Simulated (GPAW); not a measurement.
Ta3AsAu2O13:

```xyz
19
Lattice="5.2424 3.0267 4.1427 -5.2424 3.0267 4.1427 0.0000 -6.0534 4.1427" Properties=species:S:1:pos:R:3 pbc="T T T"
Ta   -1.7887    1.0327    4.2854
Ta    0.0000   -2.0655    4.2854
Ta    1.7887    1.0327    4.2854
As    0.0000    0.0000    6.9446
Au    0.0000    0.0000   12.0005
Au    0.0000    0.0000    9.3342
O    -1.3566    0.7832    6.1532
O     0.0000   -1.5665    6.1532
O     1.3566    0.7832    6.1532
O     2.5380   -0.6359    3.6068
O    -0.7183    2.5159    3.6068
O    -1.8197   -1.8800    3.6068
O     1.8197   -1.8800    3.6068
O    -2.5380   -0.6359    3.6068
O     0.7183    2.5159    3.6068
O    -3.3469    1.9323    4.0073
O     0.0000   -3.8647    4.0073
O     3.3469    1.9323    4.0073
O     0.0000    0.0000    3.8329
```

The cell was built by a generator and needn't be a form met in nature.

Program: GPAW 26.7.0. Alike in all runs: task band structure; no spin polarisation; cell as given; k mesh 3 × 3 × 3; cutoff (eV) 800; smearing fermi-dirac 0.05 eV.

Question: Order these runs on this cell by their pressure, lowest first.
A. level PBEsol; potentials or basis PAW data sets generated in the run's folder for this functional, pw
B. level revPBE; potentials or basis the program's PAW data sets (release 1.2.1) made for this functional, pw
C. level PW91; potentials or basis PAW data sets generated in the run's folder for this functional, pw

Answer: A (-2.4 GPa), C (0.2 GPa), B (2.7 GPa).

Caveats: with this Au data set, volumes or pressures lay over 1.5 % or 2 GPa off other programs in two to four cells of ten.

Runs at the PBE level aren't shown here.
